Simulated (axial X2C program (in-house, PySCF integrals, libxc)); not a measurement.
**Linear ClSbCl at several levels**

The task here is to estimate one member of a computed series from the others.

Computed with an in-house X2C program for linear molecules on PySCF integrals. Level: all-electron X2C, two-component (2c) or spin-free, Cl dyall-av3z, Sb dyall-v3z.

All values are calculated.

2 further runs of the same task are left out: 2 set aside as unsound or not needed.

Set-up of the first run:

Contents of task.json:

```json
{
 "zs": [
  17,
  51,
  17
 ],
 "q": 0,
 "bas": [
  "dyall-av3z",
  "dyall-v3z",
  "dyall-av3z"
 ],
 "r0": [
  2.39,
  2.39
 ],
 "symm": 1,
 "scan": [
  "PBE0",
  "HF",
  "PBE"
 ],
 "levels": [
  "PBE0",
  "HF",
  "PBE"
 ],
 "nst": 2
}
```

Keys: zs atomic numbers; q charge; bas basis sets; r0 starting distance in Å; symm equal bonds; scan levels of the two-bond scan (MP2 follows by itself at each HF point); levels methods; nst determinants followed.

Started as:

```
> python solin.py task.json out
```

Masses Cl 34.969, Sb 120.904, Cl 34.969 u.

Steps of the session up to this table: Scan at PBE0, 2c; Scan at HF, 2c; Scan at PBE, 2c.

One of the session's tables, all rows but one given; the rest of the session is left out.

| level | r(Cl–Sb) (Å) | r(Sb–Cl) (Å) | lower stretch (cm⁻¹) | upper stretch (cm⁻¹) |
| --- | --- | --- | --- | --- |
| PBE0, 2c | 2.465 | 2.465 | 301.1 | 302.4 |
| HF, 2c | ? | ? | ? | ? |
| PBE, 2c | 2.490 | 2.490 | 288.2 | 291.2 |
| MP2, 2c | 2.452 | 2.452 | 311.4 | 322.0 |
| PBE0, spin-free | 2.462 | 2.462 | 301.8 | 302.4 |
| HF, spin-free | 2.486 | 2.486 | 273.4 | 303.7 |
| PBE, spin-free | 2.488 | 2.488 | 288.7 | 290.8 |
| MP2, spin-free | 2.449 | 2.449 | 312.3 | 322.9 |

**Question.** Estimate the row for HF, 2c.

The run gave: r(Cl–Sb) (Å): 2.489; r(Sb–Cl) (Å): 2.489; lower stretch (cm⁻¹): 272.1; upper stretch (cm⁻¹): 302.6. In the column «r(Cl–Sb) (Å)» it lies between PBE, spin-free (2.488) and PBE, 2c (2.490).

Scans not shown above were run alike.

To keep in mind: The molecule was held linear; bending was not examined, so a bent shape may lie lower. Note: functional without a current term on a determinant with orbital currents, of the molecule or an atom.
